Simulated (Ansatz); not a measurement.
# One shape, several levels: doublet AlCl2F−

Wanted: a comparison of 6 runs (UHF/STO-3G, UHF/3-21G, UHF/def2-SVPD, UBLYP/def2-SVPD, UPBE/def2-SVPD, RPA@PBE/def2-SVPD) of doublet AlCl2F−. 

Program for the calculation: Ansatz 0.2.0.

41 further runs of the same task are left out: 41 set aside as unsound or not needed.

### 1 The structure to begin with

AlCl2F− has 4 atoms, charge -1, and is taken as a doublet. SMILES of the parent species: `[F][Al]([Cl])[Cl]`. Geometry: relaxed at PBE0-D4/def2-TZVP. That shape belongs to the parent species and isn't relaxed for this state.

Bond lengths: F1–Al2 1.633 Å, Al2–Cl3 2.065 Å, Al2–Cl4 2.065 Å. Angles: F1–Al2–Cl3 119.2°, F1–Al2–Cl4 119.2°, Cl3–Al2–Cl4 121.5°.

### 2 The energy at UHF/STO-3G (run 1)

The input, run.yaml:

```yaml
crystal:
  periodic: [false, false, false]
  atoms:
    - symbol: F
      position_ang: [0.087420, 0.388220, 1.682350]
    - symbol: Al
      position_ang: [0.004800, 0.021530, 0.093600]
    - symbol: Cl
      position_ang: [1.223040, -1.463690, -0.663450]
    - symbol: Cl
      position_ang: [-1.315270, 1.053930, -1.112510]
basis:
  gaussian:
    orbitals: STO-3G
total_charge: -1
magnetization:
  spin_polarized: true
  initial_magnetization: 1
hamiltonian:
  xc: hf
accuracy: high
output: {orbitals: {seedname: orbitals}}
```

Started as:

```sh
$ ansatz run run.yaml --threads 1 --pin off --max-ram 3480MiB --events-out events.jsonl --progress --plain --runs-dir runs
```

Output:

```text
Warning: RAYON_NUM_THREADS=1 ignored (pool sized by the plan → 1); use --threads N
Functional definition: HF
  name "HF"
  exchange = exact_x
  correlation = 0
603 factors; integrals over basis functions are off by at most 3.3e-8 eV
mean field evaluation 1: about -33909.3086 eV, gradient 1.2e1 eV
mean field evaluation 2: about -33909.3942 eV, gradient 1.2e1 eV
mean field evaluation 4: about -33910.6009 eV, gradient 4.9e-1 eV
mean field evaluation 8: about -33910.6050 eV, gradient 1.7e-2 eV
mean field evaluation 16: about -33910.7046 eV, gradient 3.7e-1 eV
mean field evaluation 32: about -33910.6238 eV, gradient 1.6e-1 eV
mean field evaluation 64: about -33910.6919 eV, gradient 1.7e-2 eV
mean field evaluation 96: about -33910.6952 eV, gradient 6.2e-3 eV
mean field evaluation 128: about -33910.6845 eV, gradient 1.3e0 eV
mean field -33910.71170509 eV, -1246.1956696560 hartree, gradient 6.4e-8 eV, S^2 0.750809; 5 other end points of the search recorded, 0 dependent functions left out
reference -33910.71170509 eV, -1246.1956696560 hartree; 29, 28 occupied and 3, 4 virtual orbitals, 603 factors
Total energy: -33910.71170509 eV, -1246.1956696560 hartree
```

Run time: 1.1 s. Hardware: 1 thread of Intel Xeon Platinum 8375C at 2.90GHz (Ice Lake), shared host; peak memory 0.11 GiB.

### 3 The energy at UHF/3-21G (run 2)

The input, run.yaml:

```yaml
crystal:
  periodic: [false, false, false]
  atoms:
    - {symbol: F, position_ang: [0.087420, 0.388220, 1.682350]}
    - {symbol: Al, position_ang: [0.004800, 0.021530, 0.093600]}
    - {symbol: Cl, position_ang: [1.223040, -1.463690, -0.663450]}
    - {symbol: Cl, position_ang: [-1.315270, 1.053930, -1.112510]}
basis:
  gaussian: {orbitals: 3-21G.json}
total_charge: -1
magnetization: {spin_polarized: true, initial_magnetization: 1}
hamiltonian: {xc: hf}
accuracy: high
output: {orbitals: {seedname: orbitals}}
```

The basis set 3-21G is read from a file made from the Basis Set Exchange's data (not shown).

Started as:

```sh
$ ansatz run run.yaml --threads 1 --pin off --max-ram 3480MiB --events-out events.jsonl --progress --plain --runs-dir runs
```

Output:

```text
Warning: RAYON_NUM_THREADS=1 ignored (pool sized by the plan → 1); use --threads N
[... 4 set-up lines as earlier in the session ...]
1007 factors; integrals over basis functions are off by at most 3.2e-9 eV
mean field evaluation 1: about -34129.5476 eV, gradient 9.4e0 eV
mean field evaluation 2: about -34129.5609 eV, gradient 9.4e0 eV
mean field evaluation 4: about -34130.2558 eV, gradient 1.1e0 eV
mean field evaluation 8: about -34130.2721 eV, gradient 5.0e-2 eV
mean field evaluation 16: about -34130.2722 eV, gradient 2.2e-3 eV
mean field evaluation 32: about -34130.2763 eV, gradient 7.2e-1 eV
mean field evaluation 64: about -34128.9683 eV, gradient 1.0e1 eV
mean field evaluation 96: about -34130.2459 eV, gradient 3.1e-1 eV
mean field evaluation 128: about -34130.2531 eV, gradient 4.1e-1 eV
mean field evaluation 160: about -34130.2870 eV, gradient 2.7e-1 eV
mean field -34130.30194989 eV, -1254.2654623090 hartree, gradient 1.8e-8 eV, S^2 0.752907; 5 other end points of the search recorded, 0 dependent functions left out
reference -34130.30194989 eV, -1254.2654623090 hartree; 29, 28 occupied and 19, 20 virtual orbitals, 1007 factors
Total energy: -34130.30194989 eV, -1254.2654623090 hartree
```

It took 3.3 s on 1 thread of Intel Xeon Platinum 8375C at 2.90GHz (Ice Lake), shared host; peak memory 0.16 GiB.

Runs 3 to 5 aren't shown in full; the table further down has their settings and results.

### 4 A single-point energy at RPA@PBE/def2-SVPD (run 6)

The input, job.yaml:

```yaml
basis:
  gaussian:
    orbitals: def2-SVPD
crystal:
  periodic: [false, false, false]
  atoms:
    - {symbol: F, position_ang: [0.087420, 0.388220, 1.682350]}
    - {symbol: Al, position_ang: [0.004800, 0.021530, 0.093600]}
    - {symbol: Cl, position_ang: [1.223040, -1.463690, -0.663450]}
    - {symbol: Cl, position_ang: [-1.315270, 1.053930, -1.112510]}
accuracy: high
correlation:
  method: rpa
  frozen_orbitals: {Al: 5, Cl: 5, F: 1}
hamiltonian:
  xc: {name: PBE}
total_charge: -1
magnetization:
  spin_polarized: true
  initial_magnetization: 1
```

Started as:

```sh
$ ansatz run job.yaml --threads 1 --pin off --max-ram 3480MiB --events-out events.jsonl --progress --plain --runs-dir runs
```

Output:

```text
Warning: RAYON_NUM_THREADS=1 ignored (pool sized by the plan → 1); use --threads N
Functional definition: PBE
  name "PBE"
  parameter kappa = 0.804
  parameter beta = 0.06672455060314922
  exchange = pbe_x(kappa = kappa, mu = beta*pi^2/3)
  correlation = pbe_c(beta = beta)
1837 factors; integrals over basis functions are off by at most 3.0e-9 eV
mean field evaluation 1: about -34336.7289 eV, gradient 6.9e0 eV
mean field evaluation 2: about -34336.7273 eV, gradient 6.9e0 eV
mean field evaluation 4: about -34337.1074 eV, gradient 1.5e0 eV
mean field evaluation 8: about -34337.1189 eV, gradient 1.2e-1 eV
mean field evaluation 16: about -34337.1190 eV, gradient 7.6e-5 eV
mean field evaluation 32: about -34336.1690 eV, gradient 1.6e-1 eV
mean field -34337.11896469 eV, -1261.8658474171 hartree, gradient 6.6e-8 eV, S^2 0.751848; 2 other end points of the search recorded, 0 dependent functions left out
16 core orbitals not correlated: weight in the atoms' cores, before any rotation towards them, 1.000 or more for the frozen orbitals, at most 0.000 for the correlated occupied ones
reference -34289.08579261 eV, -1260.1006609011 hartree; 13, 12 occupied and 72, 73 virtual orbitals, 1837 factors
Total energy: -34312.58975176 eV, -1260.9644154683 hartree
```

It took 13 s on 1 thread of Intel Xeon Platinum 8375C at 2.90GHz (Ice Lake), shared host; peak memory 0.4 GiB.

### 5 All runs side by side

```csv
run,level,frozen core orbitals,energy (Eh),HOMO energy (eV),LUMO energy (eV),⟨S²⟩,wall time
1,UHF/STO-3G,–,-1246.195670,6.20,14.84,0.751,1.1 s
2,UHF/3-21G,–,-1254.265462,0.63,6.28,0.753,3.3 s
3,UHF/def2-SVPD,–,-1260.136712,0.48,4.62,0.753,8.1 s
4,UBLYP/def2-SVPD,–,-1262.458810,1.81,2.23,0.751,8.7 s
5,UPBE/def2-SVPD,–,-1261.865848,1.68,2.28,0.752,8.4 s
6,RPA@PBE/def2-SVPD,16,-1260.964415,–,–,0.752,13 s
```

### 6 Summary of results

| quantity | value |
| --- | --- |
| run 6: total energy | -1260.96442 Eh |
| run 6: RPA correlation energy (valence) | -863.8 mEh |
| run 6: ⟨S²⟩ of the reference determinant | 0.752 |

What this shows: Totals of different functionals can't be ranked against each other. In runs 1, 2, 3, 4, 5 the HOMO lies above zero, so the outermost electron may be held by the basis alone. In run 1 the basis is minimal, so the values are rough. All runs together took 43 s, the longest 13 s.
